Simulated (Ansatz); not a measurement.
# DyAgB4F16: the cost of one run

Computed with Ansatz 0.2.0 (DFT PBE, scalar-relativistic, plane waves, PAW, unless a step's input says otherwise).

6 further runs of the same task are left out: 2 that didn't finish, 4 set aside as unsound or not needed.

**1. The system as given**

It takes space group I4/mmm (No. 139, tetragonal). Conventional cell: a = 7.264 Å, b = 7.264 Å, c = 9.749 Å, α = 90.00°, β = 90.00°, γ = 90.00°. Dy (site symmetry 4/mmm) is surrounded by 4 F at 1.63 Å. Ag (site symmetry 4/mmm) is surrounded by 8 F at 2.60 Å and 4 B at 2.71 Å. Around B (site symmetry m2m) lie 2 F at 1.04 Å. F (site symmetry m) is surrounded by 1 F at 1.41 Å. Around F (site symmetry m2m) lie 1 F at 0.96 Å and 2 B at 1.04 Å. Around F (site symmetry m2m) lie 2 F at 1.41 Å and 1 Dy at 1.63 Å.

Coordinates:

```cif
data_structure
_symmetry_space_group_name_H-M 'P 1'
_symmetry_Int_Tables_number 1
_cell_length_a 7.0811
_cell_length_b 7.0811
_cell_length_c 7.0811
_cell_angle_alpha 118.284
_cell_angle_beta 118.284
_cell_angle_gamma 92.999
_cell_volume 257.19
loop_
_atom_site_label
_atom_site_type_symbol
_atom_site_fract_x
_atom_site_fract_y
_atom_site_fract_z
_atom_site_occupancy
Dy1 Dy 0.50000 0.50000 0.00000 1
Ag1 Ag 0.00000 0.00000 0.00000 1
B1 B 0.00000 0.37375 0.37375 1
B2 B 0.00000 0.62625 0.62625 1
B3 B 0.37375 0.00000 0.37375 1
B4 B 0.62625 0.00000 0.62625 1
F1 F 0.66934 0.66934 0.52577 1
F2 F 0.14357 0.14357 0.47423 1
F3 F 0.66934 0.14357 0.00000 1
F4 F 0.14357 0.66934 0.00000 1
F5 F 0.85643 0.33066 0.00000 1
F6 F 0.33066 0.85643 0.00000 1
F7 F 0.85643 0.85643 0.52577 1
F8 F 0.33066 0.33066 0.47423 1
F9 F 0.50000 0.06637 0.56637 1
F10 F 0.50000 0.93363 0.43363 1
F11 F 0.06637 0.50000 0.56637 1
F12 F 0.93363 0.50000 0.43363 1
F13 F 0.34175 0.34175 0.68350 1
F14 F 0.65825 0.65825 0.31650 1
F15 F 0.34175 0.65825 0.00000 1
F16 F 0.65825 0.34175 0.00000 1
```

Starting moments: Dy 5.00 μB.

**2. Full relaxation**

The input, input.yaml:

```yaml
crystal:
  lattice:
    - [-3.6319654542, 3.6319654542, 4.8743292907]
    - [3.6319654542, -3.6319654542, 4.8743292907]
    - [3.6319654542, 3.6319654542, -4.8743292907]
  atoms:
    - { symbol: Dy, position: [0.5, 0.5, 0.0], spin: 5.0 }
    - { symbol: Ag, position: [0.0, 0.0, 0.0] }
    - { symbol: B, position: [0.0, 0.37374964, 0.37374964] }
    - { symbol: B, position: [0.0, 0.62625036, 0.62625036] }
    - { symbol: B, position: [0.37374964, 0.0, 0.37374964] }
    - { symbol: B, position: [0.62625036, 0.0, 0.62625036] }
    - { symbol: F, position: [0.66933507, 0.66933507, 0.5257687] }
    - { symbol: F, position: [0.14356637, 0.14356637, 0.4742313] }
    - { symbol: F, position: [0.66933507, 0.14356637, 0.0] }
    - { symbol: F, position: [0.14356637, 0.66933507, 0.0] }
    - { symbol: F, position: [0.85643363, 0.33066493, 0.0] }
    - { symbol: F, position: [0.33066493, 0.85643363, 0.0] }
    - { symbol: F, position: [0.85643363, 0.85643363, 0.5257687] }
    - { symbol: F, position: [0.33066493, 0.33066493, 0.4742313] }
    - { symbol: F, position: [0.5, 0.06636862, 0.56636862] }
    - { symbol: F, position: [0.5, 0.93363138, 0.43363138] }
    - { symbol: F, position: [0.06636862, 0.5, 0.56636862] }
    - { symbol: F, position: [0.93363138, 0.5, 0.43363138] }
    - { symbol: F, position: [0.34174884, 0.34174884, 0.68349769] }
    - { symbol: F, position: [0.65825116, 0.65825116, 0.31650231] }
    - { symbol: F, position: [0.34174884, 0.65825116, 0.0] }
    - { symbol: F, position: [0.65825116, 0.34174884, 0.0] }
basis:
  ecutwfc: 420
  ecutrho_ratio: 4
kpoints:
  mp_grid: { grid: [6, 6, 6] }
hamiltonian:
  xc: pbe
scf:
  occupations: { method: gaussian, width: 0.05 }
output:
  forces: true
  stress: true
  eigenvalues: true
  populations: true
magnetization:
  spin_polarized: true
relax:
  f_tol: 0.01
  max_steps: 60
  cell: { stress_tol: 0.04 }
```

The run is started by

```console
> ansatz run input.yaml --threads 8 --pin off --max-ram 14336MiB --backend cpu --events-out ev --progress --plain --runs-dir out
```

Q: Estimate wall time and peak memory on 8 threads of Intel Xeon Platinum 8259CL at 2.50GHz (Skylake/Cascade Lake), shared host.

About 16 min, with a peak of 3.3 GiB.
